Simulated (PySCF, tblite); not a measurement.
# C₃H₁₄SeSi₃: geometry, infrared bands and NMR shifts

What infrared bands and NMR shifts should C₃H₁₄SeSi₃ (`CC[SiH2][SiH2][Se][SiH2]C`) show?

Computed with tblite 0.8.0 and PySCF 2.14.0, with density-fitted response routines of our own, on a single molecule in the gas phase. Atoms count from 0, in the outputs and in this text.

## Step 1: The starting structure

21 atoms, charge 0, multiplicity 1; geometry from: force field or distance geometry start.

Bonds of the start (Å): C0–C1 1.52, C1–Si2 1.89, Si2–Si3 2.22, Si3–Se4 2.29, Se4–Si5 2.28, Si5–C6 1.86, C0–H7 1.11, C0–H8 1.11, C0–H9 1.13, C1–H10 1.12, C1–H11 1.10, Si2–H12 1.47, Si2–H13 1.48, Si3–H14 1.48, Si3–H15 1.50, Si5–H16 1.49, Si5–H17 1.47, C6–H18 1.12, C6–H19 1.12, C6–H20 1.11.

## Step 2: Relaxing the molecule with GFN2-xTB

The job: settings as JSON, then the geometry in Å.

```
{"job": {"kind": "relax", "xc": "GFN2-xTB", "basis": "xTB"}, "charge": 0, "multiplicity": 1}
C     -3.486400     0.793100     0.191800
C     -3.522500    -0.724200     0.165300
Si    -1.937100    -1.348700    -0.645200
Si    -0.291200    -0.096700     0.154600
Se     1.768400    -1.046000    -0.183300
Si     3.261900     0.653400     0.061400
C      5.014500     0.065800     0.250700
H     -2.616900     1.196900     0.753100
H     -3.455400     1.184500    -0.844100
H     -4.399500     1.201400     0.723800
H     -3.524700    -1.061800     1.236900
H     -4.428900    -1.042100    -0.367400
H     -1.812300    -2.764800    -0.272200
H     -2.038000    -1.232400    -2.121400
H     -0.260700     1.186800    -0.574900
H     -0.494800     0.244500     1.600100
H      2.911900     1.345500     1.327800
H      3.095800     1.548500    -1.096500
H      5.096800    -0.911200     0.784400
H      5.582200     0.786600     0.895600
H      5.527800     0.037700    -0.731900
```

Command:

```sh
$ OMP_NUM_THREADS=1 python probes_run.py task.json out
```

One launch serves the whole session: the jobs run in the order shown.

Standard output:

```text
step      E/eV     max force
  0    -597.17691    1.828
  1    -597.36415    0.607
  2    -597.41457    0.375
  3    -597.43743    0.329
  4    -597.46396    0.314
  5    -597.48205    0.275
  6    -597.49706    0.289
  7    -597.50821    0.238
  8    -597.51918    0.216
  9    -597.52990    0.241
 10    -597.53898    0.221
 11    -597.54516    0.158
 12    -597.54889    0.128
 13    -597.55161    0.141
 14    -597.55440    0.155
 15    -597.55712    0.137
 16    -597.55938    0.148
 17    -597.56122    0.100
 18    -597.56297    0.100
 19    -597.56476    0.109
 20    -597.56648    0.130
 21    -597.56793    0.115
 22    -597.56923    0.099
 23    -597.57062    0.087
 24    -597.57204    0.100
 25    -597.57319    0.100
 26    -597.57394    0.064
 27    -597.57444    0.052
 28    -597.57494    0.058
 29    -597.57549    0.060
 30    -597.57607    0.057
 31    -597.57667    0.066
 32    -597.57729    0.079
 33    -597.57789    0.084
 34    -597.57848    0.066
 35    -597.57907    0.063
 36    -597.57972    0.083
 37    -597.58047    0.087
 38    -597.58126    0.072
 39    -597.58198    0.051
 40    -597.58266    0.069
 41    -597.58344    0.112
 42    -597.58440    0.128
 43    -597.58544    0.098
 44    -597.58636    0.073
 45    -597.58708    0.057
 46    -597.58769    0.061
 47    -597.58835    0.058
 48    -597.58903    0.069
 49    -597.58967    0.049
 50    -597.59026    0.065
 51    -597.59086    0.069
 52    -597.59147    0.080
 53    -597.59204    0.076
 54    -597.59253    0.049
 55    -597.59303    0.064
 56    -597.59363    0.069
 57    -597.59426    0.082
 58    -597.59486    0.064
 59    -597.59546    0.063
 60    -597.59615    0.072
 61    -597.59700    0.150
 62    -597.59806    0.134
 63    -597.59921    0.041
 64    -597.59961    0.049
 65    -597.59996    0.069
 66    -597.60080    0.112
 67    -597.60174    0.114
 68    -597.60263    0.065
 69    -597.60310    0.037
 70    -597.60336    0.039
 71    -597.60366    0.052
 72    -597.60412    0.062
 73    -597.60464    0.060
 74    -597.60509    0.039
 75    -597.60535    0.035
 76    -597.60558    0.034
 77    -597.60584    0.029
 78    -597.60608    0.027
 79    -597.60618    0.021
 80    -597.60626    0.021
 81    -597.60637    0.019
 82    -597.60653    0.022
 83    -597.60668    0.026
 84    -597.60680    0.025
 85    -597.60688    0.018
 86    -597.60694    0.014
 87    -597.60698    0.012
 88    -597.60701    0.013
 89    -597.60703    0.012
 90    -597.60706    0.009
```

Run time: 4.6 s. Hardware: 1 thread of AMD EPYC, shared host; peak memory 0.18 GiB.

The steps of the relaxation: (not every step is listed)

```csv
step,energy from step 0 (eV),largest force (eV/Å)
0,0.0000,1.8284
1,-0.1872,0.6067
2,-0.2377,0.3749
3,-0.2605,0.3292
4,-0.2871,0.3144
5,-0.3051,0.2754
6,-0.3202,0.2892
7,-0.3313,0.2385
8,-0.3423,0.2162
15,-0.3802,0.1374
22,-0.3923,0.0989
29,-0.3986,0.0603
36,-0.4028,0.0828
43,-0.4085,0.0977
50,-0.4133,0.0655
57,-0.4173,0.0820
64,-0.4227,0.0495
71,-0.4267,0.0523
78,-0.4292,0.0269
85,-0.4300,0.0182
86,-0.4300,0.0140
87,-0.4301,0.0122
88,-0.4301,0.0131
89,-0.4301,0.0122
90,-0.4302,0.0095
```

Distances of close pairs at the start and the end, largest changes first:

```csv
bond,before (Å),after (Å),change (Å)
Si2–Si3,2.217,2.323,+0.106
C0–H9,1.133,1.089,-0.044
C6–H19,1.121,1.085,-0.036
Si5–C6,1.858,1.891,+0.033
C1–H10,1.124,1.091,-0.032
Si3–H15,1.499,1.468,-0.031
C6–H18,1.116,1.087,-0.030
C6–H20,1.109,1.087,-0.022
```

The next job starts from the end point, and lists it.

## Step 3: Vibrational analysis with GFN2-xTB

The job: settings as JSON, then the geometry in Å.

```
{"job": {"kind": "ir", "xc": "GFN2-xTB", "basis": "xTB"}, "charge": 0, "multiplicity": 1}
C     -3.781532     0.759035     0.065543
C     -3.504508    -0.731759     0.214913
Si    -1.869057    -1.274039    -0.602123
Si    -0.174455     0.090272     0.213643
Se     1.832556    -0.872113    -0.400466
Si     3.336093     0.749185     0.193611
C      5.043854    -0.062675     0.198475
H     -3.011271     1.346003     0.563377
H     -3.799664     1.043135    -0.984422
H     -4.743165     1.021983     0.503675
H     -3.495193    -0.986994     1.275709
H     -4.329392    -1.292239    -0.225156
H     -1.675769    -2.702191    -0.317558
H     -2.020999    -1.139956    -2.059679
H     -0.096297     1.455747    -0.320101
H     -0.072185     0.247172     1.669563
H      2.946733     1.237909     1.516762
H      3.228225     1.821080    -0.796334
H      5.106006    -0.827892     0.967455
H      5.819417     0.672387     0.388908
H      5.251683    -0.537106    -0.756862
```

Standard output:

```text
mode    cm-1     km/mol
  1      14.4      0.69
  2      21.8      1.04
  3      27.0      0.72
  4      41.6      0.45
  5      64.4      0.19
  6      91.8      0.98
  7     111.0      0.25
  8     113.6      0.68
  9     149.8      0.91
 10     225.6      0.17
 11     272.1      3.38
 12     323.1     78.85
 13     336.4     53.78
 14     357.1     18.17
 15     437.4     31.21
 16     440.4     19.01
 17     454.9      4.85
 18     558.1      2.22
 19     561.9     17.18
 20     575.9     12.82
 21     615.8    873.94
 22     657.2    256.89
 23     667.5    224.45
 24     709.8     27.35
 25     749.7    158.31
 26     756.1     54.54
 27     774.4     51.58
 28     788.1    399.31
 29     813.0     97.85
 30     826.7     74.33
 31     832.7    320.61
 32     976.5     18.97
 33    1019.0      4.99
 34    1079.0      8.14
 35    1242.6      3.67
 36    1287.7      2.65
 37    1362.2     17.12
 38    1420.5      1.89
 39    1471.3      0.71
 40    1471.6      0.45
 41    1488.2      1.28
 42    1509.7      2.45
 43    1513.6      4.89
 44    2177.2     21.10
 45    2193.9    280.91
 46    2205.4    208.55
 47    2214.3    262.84
 48    2248.2    423.25
 49    2256.9    202.35
 50    2972.8     34.13
 51    2992.8     15.07
 52    3013.4     75.26
 53    3019.6     43.68
 54    3031.5     23.52
 55    3033.3     16.45
 56    3035.1     18.03
 57    3044.4     27.17
```

Wall time 5.1 s (1 thread of AMD EPYC, shared host); peak memory 0.18 GiB.

The strongest bands and the atoms that carry them (share of the mass-weighted mode):

```csv
cm⁻¹,km/mol,atoms
616,873.9,"H13 32 %, H14 25 %, H12 17 %, H15 14 %"
657,256.9,"H17 44 %, H16 40 %"
668,224.4,"H14 21 %, H15 20 %, C1 14 %, H13 11 %"
788,399.3,"H12 36 %, H13 34 %"
833,320.6,"H19 39 %, C6 15 %, H20 14 %, H18 12 %"
2194,280.9,"H14 44 %, H13 34 %, H15 10 %"
2214,262.8,"H12 39 %, H14 34 %, H15 22 %"
2248,423.2,"H16 60 %, H17 34 %"
```

## Step 4: Nuclear shieldings: PBE0/pcSseg-1

The job, as its differences from that of step 3:

```diff
@@ -1,2 +1,2 @@
-{"job": {"kind": "ir", "xc": "GFN2-xTB", "basis": "xTB"}, "charge": 0, "multiplicity": 1}
+{"job": {"kind": "nmr", "xc": "PBE0", "basis": "pcSseg-1"}, "charge": 0, "multiplicity": 1}
 C     -3.781532     0.759035     0.065543
```

Level: GIAO PBE0/pcSseg-1 NMR shielding, non-relativistic, gas phase.

Standard output:

```text
coarse grid: 76720 points
cycle   1  E = -3391.6652338728  dE = -8.597e-01  |g| = 7.724e-01  |ddm| = 4.094e+00
cycle   2  E = -3391.6563848559  dE =  8.849e-03  |g| = 5.764e-01  |ddm| = 8.959e-01
cycle   3  E = -3391.7223565214  dE = -6.597e-02  |g| = 1.572e-01  |ddm| = 5.979e-01
cycle   4  E = -3391.7288650384  dE = -6.509e-03  |g| = 2.714e-02  |ddm| = 1.578e-01
cycle   5  E = -3391.7289804773  dE = -1.154e-04  |g| = 5.879e-03  |ddm| = 2.878e-02
cycle   6  E = -3391.7289903938  dE = -9.916e-06  |g| = 1.520e-03  |ddm| = 7.884e-03
final grid: 157688 points
cycle   7  E = -3391.7290099258  dE =  1.500e-07  |g| = 1.770e-03  |ddm| = 3.628e-03
cycle   8  E = -3391.7290095754  dE =  3.505e-07  |g| = 2.108e-03  |ddm| = 3.955e-03
cycle   9  E = -3391.7290106539  dE = -1.079e-06  |g| = 7.736e-05  |ddm| = 2.251e-03
cycle  10  E = -3391.7290106557  dE = -1.768e-09  |g| = 1.323e-05  |ddm| = 1.010e-04
cycle  11  E = -3391.7290106557  dE = -4.002e-11  |g| = 2.455e-06  |ddm| = 1.347e-05
converged SCF energy = -3391.7290106557

GIAO shielding tensors (ppm)
atom      isotropic    diamagn.    paramagn.     s11        s22        s33       span
  0 C      172.818     248.457     -75.639    164.056    168.537    185.860     21.804
  1 C      181.215     252.621     -71.405    175.086    181.337    187.223     12.136
  2 Si     412.237     881.972    -469.735    377.240    393.502    465.970     88.730
  3 Si     413.910     882.464    -468.555    375.636    403.807    462.285     86.649
  4 Se    2450.600    3006.807    -556.207   2261.843   2410.608   2679.349    417.506
  5 Si     373.134     882.195    -509.061    324.877    373.964    420.561     95.684
  6 C      189.914     252.227     -62.313    183.486    187.256    198.998     15.512
  7 H       30.990      32.005      -1.015     25.661     31.402     35.906     10.245
  8 H       30.716      30.132       0.584     26.658     28.980     36.510      9.852
  9 H       30.192      26.801       3.392     24.864     27.387     38.327     13.463
 10 H       30.926      31.563      -0.637     26.669     28.954     37.155     10.485
 11 H       30.734      28.196       2.537     25.336     28.661     38.204     12.868
 12 H       27.543      31.030      -3.487     23.157     27.005     32.466      9.309
 13 H       27.658      31.207      -3.549     23.774     26.776     32.426      8.652
 14 H       26.857      32.249      -5.392     21.481     26.767     32.322     10.841
 15 H       26.925      31.970      -5.044     21.538     26.497     32.741     11.203
 16 H       26.793      31.134      -4.341     22.065     25.947     32.367     10.302
 17 H       26.664      30.912      -4.248     21.802     25.322     32.866     11.064
 18 H       31.110      29.906       1.205     26.134     29.534     37.663     11.529
 19 H       31.332      25.416       5.916     26.204     27.538     40.253     14.048
 20 H       31.141      29.537       1.604     25.959     29.996     37.468     11.509
```

Wall time 2.2 min (1 thread of AMD EPYC, shared host); peak memory 1.1 GiB.

Shifts follow as δ = σ(reference) − σ, with reference shieldings (ppm) from runs at the same level and on the same kind of geometry: 1H TMS 31.72, 13C TMS 186.9, 29Si TMS 349.2, 77Se Me2Se 1758. The references are single molecules in the gas phase. Atoms listed in one row are averaged.

```csv
atoms,environment,σ (ppm),δ (ppm)
C0,methyl carbon,172.8,14.1
C1,sp3 CH2 bonded to Si,181.2,5.7
C6,methyl carbon bonded to Si,189.9,-3.0
"H16, H17","hydrogen on a silicon bonded to C, Se",26.73,4.99
"H14, H15","hydrogen on a silicon bonded to Se, Si",26.89,4.83
"H12, H13","hydrogen on a silicon bonded to C, Si",27.60,4.12
"H7, H8, H9",hydrogen on a methyl carbon,30.63,1.08
"H10, H11",hydrogen on an sp3 CH2 bonded to Si,30.83,0.89
"H18, H19, H20",hydrogen on a methyl carbon bonded to Si,31.19,0.52
Si5,"silicon bonded to C, Se, 2 H",373.1,-24.0
Si2,"silicon bonded to C, Si, 2 H",412.2,-63.1
Si3,"silicon bonded to Se, Si, 2 H",413.9,-64.8
Se4,selenium bonded to 2 Si,2451,-692
```

Charges from the same density, by scheme (e):

```csv
atoms,Mulliken,IAO,Hirshfeld,ESP fit
C0,-0.30,-0.41,-0.12,-0.13
C1,-0.56,-0.52,-0.15,-0.10
Si2,0.35,0.48,0.26,0.38
Si3,0.30,0.31,0.20,0.03
Se4,-0.64,-0.37,-0.17,-0.36
Si5,0.65,0.66,0.31,0.56
C6,-0.62,-0.71,-0.21,-0.58
```

Mayer bond orders: C0–C1 1.05, C1–Si2 0.92, Si2–Si3 0.90, Si3–Se4 0.93, Se4–Si5 0.92, Si5–C6 0.97.

## Step 5: Results

| quantity | value |
| --- | --- |
| strongest single infrared mode (GFN2-xTB) | 616 cm⁻¹, 874 km/mol |
| zero-point energy (GFN2-xTB) | 95.3 kcal/mol |
| 13C shifts against TMS (PBE0/pcSseg-1) | 14.1, 5.7, -3.0 ppm |
| 1H shifts against TMS (PBE0/pcSseg-1, means over atoms taken as alike) | 4.99, 4.83, 4.12, 1.08, 0.89, 0.52 ppm |
| 29Si shifts against TMS (PBE0/pcSseg-1) | -24.0, -63.1, -64.8 ppm |
| 77Se shifts against Me2Se (PBE0/pcSseg-1) | -692 ppm |

**Reading.** The optimisation took 90 steps and gained 0.430 eV; among the close pairs (by a distance rule), Si2–Si3 changed most, from 2.217 to 2.323 Å. No mode is imaginary among the 57: a minimum at this level. The strongest single mode, at 616 cm⁻¹, is carried by H13, H14, H12, H15. GFN2-xTB is a fitted tight-binding method: band positions and strengths are rough. Its intensities can rank the bands wrongly. At PBE0/pcSseg-1: Shielding is most anisotropic at Se4 (span 418 ppm, paramagnetic term -556 ppm). Spin-orbit coupling is left out, which matters for shieldings and couplings at and beside the heavy atoms.
